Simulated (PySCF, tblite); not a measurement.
**C₅H₁₂SSi: geometry, infrared bands and NMR shifts**

Wanted: the infrared bands and NMR shifts of C₅H₁₂SSi (`CC[Si]1(SC)CC1`), by calculation.

The runs use tblite 0.8.0 and PySCF 2.14.0, with density-fitted response routines of our own; the level of theory stands in each step. All values are computed, except where a source is named. Atoms count from 0, in the outputs and in this text.

## Step 1: The starting structure

19 atoms, charge 0, multiplicity 1; geometry from: force field or distance geometry start.

Bonds of the start (Å): C0–C1 1.52, C1–Si2 1.89, Si2–S3 2.15, S3–C4 1.81, Si2–C5 2.31, C5–C6 1.46, C6–Si2 1.76, C0–H7 1.10, C0–H8 1.10, C0–H9 1.10, C1–H10 1.09, C1–H11 1.10, C4–H12 1.09, C4–H13 1.09, C4–H14 1.09, C5–H15 1.08, C5–H16 1.08, C6–H17 1.10, C6–H18 1.10.

## Step 2: Relaxing the molecule with GFN2-xTB

What the job is given:

```
{"job": {"kind": "relax", "xc": "GFN2-xTB", "basis": "xTB"}, "charge": 0, "multiplicity": 1}
C     -2.464100    -1.415600    -0.225300
C     -1.076300    -1.283600    -0.818500
Si     0.198600    -0.434500     0.293200
S      2.123000    -0.422500    -0.659500
C      3.197800     0.389800     0.550400
C     -0.384500     1.761400    -0.110000
C     -0.219900     1.046400     1.156500
H     -2.459400    -1.973000     0.718400
H     -3.123400    -1.940000    -0.926400
H     -2.917200    -0.431100    -0.019600
H     -1.135900    -0.756700    -1.766100
H     -0.704000    -2.297300    -1.034700
H      3.178500    -0.129000     1.514000
H      2.898100     1.430500     0.686600
H      4.221600     0.394400     0.166700
H      0.494900     2.053500    -0.662900
H     -1.259900     1.584700    -0.710200
H     -1.121900     0.987600     1.779200
H      0.544100     1.444200     1.837100
```

Run with:

```console
> OMP_NUM_THREADS=1 python probes_run.py task.json out
```

One launch serves the whole session: the jobs run in the order shown.

**Question.** This job is followed by: GFN2-xTB harmonic vibrations, gas phase; GIAO PBE0/pcSseg-1 NMR shielding, non-relativistic, gas phase. Predict these results of the whole session: strongest single infrared mode (GFN2-xTB); zero-point energy (GFN2-xTB); 13C shifts against TMS (PBE0/pcSseg-1, means over atoms taken as alike); 1H shifts against TMS (PBE0/pcSseg-1, means over atoms taken as alike); 29Si shifts against TMS (PBE0/pcSseg-1); 33S shifts against CS2 (PBE0/pcSseg-1); surface potential, 1st and 99th percentile.

As calculated:

| quantity | value |
| --- | --- |
| strongest single infrared mode (GFN2-xTB) | 747 cm⁻¹, 121 km/mol |
| zero-point energy (GFN2-xTB) | 98.9 kcal/mol |
| 13C shifts against TMS (PBE0/pcSseg-1, means over atoms taken as alike) | 12.1, 8.6, 6.1, -4.6 ppm |
| 1H shifts against TMS (PBE0/pcSseg-1, means over atoms taken as alike) | 1.86, 1.30, 0.95, 0.90, 0.66 ppm |
| 29Si shifts against TMS (PBE0/pcSseg-1) | -54.7 ppm |
| 33S shifts against CS2 (PBE0/pcSseg-1) | -239 ppm |
| surface potential, 1st and 99th percentile | -1.04 V and 0.82 V |

**Reading.** Over 152 steps the energy fell by 1.534 eV; of the close pairs, Si2–C5 changed most, 2.307 to 1.886 Å. All 51 modes are real, so the xTB geometry is a minimum. The strongest single mode, at 747 cm⁻¹, has its largest shares on H16, Si2, H17 and H15 (the list is cut at 4 atoms). Unscaled tight-binding wavenumbers are off by several per cent, some by more. Its intensities can rank the bands wrongly. At PBE0/pcSseg-1: The widest tensor belongs to S3: span 430 ppm, with a paramagnetic part of -317 ppm.
